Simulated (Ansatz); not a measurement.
# C₄H₂F₂Zr: up Jacob's ladder to CCSD(T)

One table from this session's results is given with a row withheld; the runs are named, their logs left out.

Program: Ansatz 0.2.0, Gaussian basis. Level of theory: functionals in def2-TZVPP, the program's frozen cores in correlated methods. These are calculated values, not measurements.

The runs, in order: LDA (SPW92), PBE-D4, revPBE-D4, BLYP-D4, r2SCAN-D4, B97M-V, PBE0-D4, B3LYP-D4, r2SCANh-D4, r2SCAN0-D4, HSE06-D4, BHLYP-D4, CAM-B3LYP-D4, LC-ωPBE, ωB97X-V, ωB97M-V, B2PLYP, PBE-QIDH; CCSD(T)/def2-SVP; CCSD(T)/def2-TZVPP; MP2/def2-QZVPP; extrapolation to the limit; RPA on PBE.

1 further run of the same task is left out (for a known fault of the program).

**The geometry**

All runs share one geometry, relaxed beforehand with PBE0-D4 in a triple-zeta def2 set. Zr takes the def2 core potential; no spin-orbit term is included.

9 atoms, charge 0, spin multiplicity 1.

Atoms are counted from 1 here; the program's logs count them from 0.

Bond lengths: C1–C2 1.215 Å, C1–H8 1.068 Å, C2–Zr3 2.174 Å, Zr3–F4 1.887 Å, Zr3–F5 1.887 Å, Zr3–C6 2.174 Å, C6–C7 1.215 Å, C7–H9 1.068 Å. Angles: C2–C1–H8 179.9°, C1–C2–Zr3 179.5°, C2–Zr3–F4 109.4°, C2–Zr3–F5 109.4°, C2–Zr3–C6 109.0°, F4–Zr3–F5 110.1°, F4–Zr3–C6 109.4°, F5–Zr3–C6 109.4°, Zr3–C6–C7 179.4°, C6–C7–H9 179.9°.

Geometry (Å):

```mol
C4H2F2Zr
  3D, bonds by distance, orders not assigned

  9  8  0  0  0  0  0  0  0  0999 V2000
    1.1583   -2.5290    0.8276 C   0  0
    0.8312   -1.5679    0.1596 C   0  0
    0.2363    0.1589   -1.0192 Zr  0  0
   -0.8207   -0.4095   -2.4751 F   0  0
    1.7762    1.0517   -1.6454 F   0  0
   -0.9220    1.5071    0.2322 C   0  0
   -1.5684    2.2535    0.9407 C   0  0
    1.4450   -3.3728    1.4153 H   0  0
   -2.1360    2.9083    1.5642 H   0  0
  1  2  8  0
  2  3  8  0
  3  4  8  0
  3  5  8  0
  3  6  8  0
  6  7  8  0
  1  8  8  0
  7  9  8  0
M  END
```

Set-up of the first run:

Contents of in.yaml:

```yaml
crystal:
  periodic: [false, false, false]
  atoms:
    - {symbol: C, position_ang: [1.158323, -2.529046, 0.827572]}
    - {symbol: C, position_ang: [0.831202, -1.567878, 0.159647]}
    - {symbol: Zr, position_ang: [0.236338, 0.158888, -1.019154]}
    - {symbol: F, position_ang: [-0.820717, -0.409545, -2.475146]}
    - {symbol: F, position_ang: [1.776215, 1.051655, -1.645369]}
    - {symbol: C, position_ang: [-0.922034, 1.507051, 0.232167]}
    - {symbol: C, position_ang: [-1.568380, 2.253460, 0.940750]}
    - {symbol: H, position_ang: [1.445044, -3.372822, 1.415334]}
    - {symbol: H, position_ang: [-2.135992, 2.908256, 1.564199]}
basis:
  gaussian: {orbitals: def2-TZVPP}
hamiltonian: {xc: lda}
output: {orbitals: {seedname: orbitals}}
```

On the command line:

```bash
ansatz run in.yaml --threads 4 --pin off --events-out ev --progress --plain --max-ram 11315MiB
```

Among the steps run: LDA; PBE-D4 (GGA); revPBE-D4 (GGA); BLYP-D4 (GGA); r2SCAN-D4 (meta-GGA); B97M-V (meta-GGA); B3LYP-D4 (hybrid); r2SCANh-D4 (hybrid); r2SCAN0-D4 (hybrid); HSE06-D4 (hybrid); BHLYP-D4 (hybrid); CAM-B3LYP-D4 (range-separated); LC-ωPBE (range-separated); ωB97X-V (range-separated); ωB97M-V (range-separated); B2PLYP (double hybrid); PBE-QIDH (double hybrid).

One table of the session follows, with a row left open; its other results are not shown here.

It belongs to the step «Orbital energies across the functionals». 

```
  functional  HOMO (eV)  LUMO (eV)  gap (eV)
 LDA (SPW92)      -7.49      -3.61      3.88
      PBE-D4      -7.26      -3.33      3.93
   revPBE-D4      -7.17      -3.22      3.96
     BLYP-D4      -7.08      -3.20      3.88
   r2SCAN-D4      -7.49      -3.18      4.31
      B97M-V      -7.43      -3.12      4.31
     PBE0-D4      -8.44      -2.57      5.87
    B3LYP-D4      -8.19      -2.77      5.42
  r2SCANh-D4      -7.94      -2.91      5.03
  r2SCAN0-D4      -8.61      -2.48      6.12
    HSE06-D4          ?          ?         ?
    BHLYP-D4      -9.45      -1.65      7.79
CAM-B3LYP-D4      -9.76      -1.52      8.23
     LC-ωPBE     -11.18      -0.38     10.80
     ωB97X-V     -10.76      -0.46     10.30
     ωB97M-V     -10.64      -0.56     10.08
```

**Question.** Estimate the row for HSE06-D4.

**Answer.** HOMO (eV): -8.04; LUMO (eV): -2.94; gap (eV): 5.10. In the column «HOMO (eV)» it lies between B3LYP-D4 (-8.19) and r2SCANh-D4 (-7.94).
